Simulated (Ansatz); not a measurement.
This script makes a rigid torsion scan of CH5Al2N, SMILES [AlH2][N]1[CH2][AlH]1 with Ansatz's Python interface.

`torsion_ch5al2n.py`:
```python
# -*- coding: utf-8 -*-
"""Energy of CH5Al2N as one group turns about a bond."""

import ansatz as az
from ase import Atoms

atoms = Atoms(["Al", "N", "C", "Al", "H", "H", "H", "H", "H"], positions=[
    [-0.3809, 1.0757, -1.1767],
    [-0.4382, -0.6923, -0.5346],
    [0.746, -1.0115, 0.2276],
    [-0.6047, -0.5419, 1.3785],
    [-0.4418, 1.3778, -2.7806],
    [-0.0124, 2.3342, -0.2181],
    [1.0515, -2.0913, 0.1934],
    [1.6559, -0.2733, 0.1304],
    [-1.4869, -0.2237, 2.763],
])

# relax first, so that the scan starts from a minimum
first = (
    az.Crystal.molecule_from_ase(atoms).calculation()
    .basis(gaussian="6-31G*")
    .functional("cam_b3lyp")
    .relax(force_tolerance=0.02, max_steps=80)
)
atoms.positions = first.run(threads=1).report["positions_ang"]

start = atoms.get_dihedral(2, 1, 0, 4)
energies = {}
for turn in range(0, 360, 30):
    turned = atoms.copy()
    turned.set_dihedral(2, 1, 0, 4, start + turn, indices=[0, 4, 5])
    setup = (
        az.Crystal.molecule_from_ase(turned).calculation()
        .basis(gaussian="6-31G*")
        .functional("cam_b3lyp")
    )
    energies[round((start + turn) % 360)] = setup.run(threads=1).report["free_energy_ev"]
floor = min(energies.values())
print("dihedral C2-N1-Al0-H4 (deg)   E - E(min) (eV)")
for angle, e in sorted(energies.items()):
    print(f"{angle:8d} {(e - floor):14.3f}  " + "#" * int(30 * (e - floor) / max(max(energies.values()) - floor, 1e-9)))
```

Where along the turn do the lowest and the highest point lie, and how far apart are they?

The lowest point is at 180° and the highest at 90°, 0.306 eV (29.5 kJ/mol) above it, with the rest of the molecule held.

The output:

```console
$ python torsion_ch5al2n.py
dihedral C2-N1-Al0-H4 (deg)   E - E(min) (eV)
       0          0.004
      30          0.073  #######
      60          0.224  #####################
      90          0.306  #############################
     120          0.222  #####################
     150          0.070  ######
     180          0.000
     210          0.071  ######
     240          0.223  #####################
     270          0.306  ##############################
     300          0.223  #####################
     330          0.072  #######
```

The scan is rigid and the energies are electronic, in a modest basis. With rigid groups the curve can differ much from the relaxed path, the start wasn't checked as a minimum of this torsion, and equivalent turns needn't return to the same energy. The whole script took 99 s on 1 thread of Intel(R) Xeon(R) Processor @ 2.30GHz, on a shared host, peak memory 0.3 GiB.
